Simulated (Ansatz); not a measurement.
**PtSe2: a single-point run**

Wanted: field gradients for PtSe2.

Method: DFT, PBE, plane-wave PAW, default files, scalar-relativistic, in Ansatz 0.2.0.

## Step 1: Starting point

Symmetry: P-3m1, No. 164, trigonal system. The conventional cell has a = 3.717 Å, b = 3.717 Å, c = 5.820 Å, α = 90.00°, β = 90.00°, γ = 120.00°. Around Pt (site symmetry -3m) lie 6 Se at 2.52 Å. Around Se (site symmetry 3m) lie 3 Pt at 2.52 Å.

As a file:

```cif
data_structure
_symmetry_space_group_name_H-M 'P-3m1'
_symmetry_Int_Tables_number 164
_cell_length_a 3.7173
_cell_length_b 3.7173
_cell_length_c 5.8201
_cell_angle_alpha 90.000
_cell_angle_beta 90.000
_cell_angle_gamma 120.000
_cell_volume 69.65
loop_
_atom_site_label
_atom_site_type_symbol
_atom_site_symmetry_multiplicity
_atom_site_Wyckoff_symbol
_atom_site_fract_x
_atom_site_fract_y
_atom_site_fract_z
_atom_site_occupancy
Pt1 Pt 1 a 0.00000 0.00000 0.00000 1
Se1 Se 2 d 0.66667 0.33333 0.77461 1
```

## Step 2: Input and run

input.yaml

```yaml
crystal:
  lattice:
    - [3.717306548, 0.0, 0.0]
    - [-1.858653274, 3.2192819042, 0.0]
    - [0.0, 0.0, 5.82007402]
  atoms:
    - { symbol: Pt, position: [0.0, 0.0, 0.0] }
    - { symbol: Se, position: [0.6666666667, 0.3333333333, 0.77461184] }
    - { symbol: Se, position: [0.3333333333, 0.6666666667, 0.22538816] }
kpoints:
  mp_grid: { grid: [9, 9, 5] }
scf:
  occupations: { method: gaussian, width: 1.0 }
  max_iter: 75
hamiltonian:
  xc: pbe
  pseudopotentials: { kind: paw }
output:
  forces: true
  stress: true
  populations: true
  efg: { contact_densities: true }
```

On the command line:

```console
ansatz run input.yaml --threads 1 --pin off --max-ram 3072MiB --backend cpu --events-out ev --progress --plain --runs-dir out
```

What happens when this is run?

The program finished normally, with warnings (gradients without spin orbit). Convergence says nothing about whether the input makes sense.

The suspect setting: scf.occupations.method is gaussian; scf.occupations.width is 1.0. Occupations are smeared over electronvolts, wider than many features of the bands.

Run again and compare: set scf.occupations.method to fermi_dirac and scf.occupations.width to 0.02.
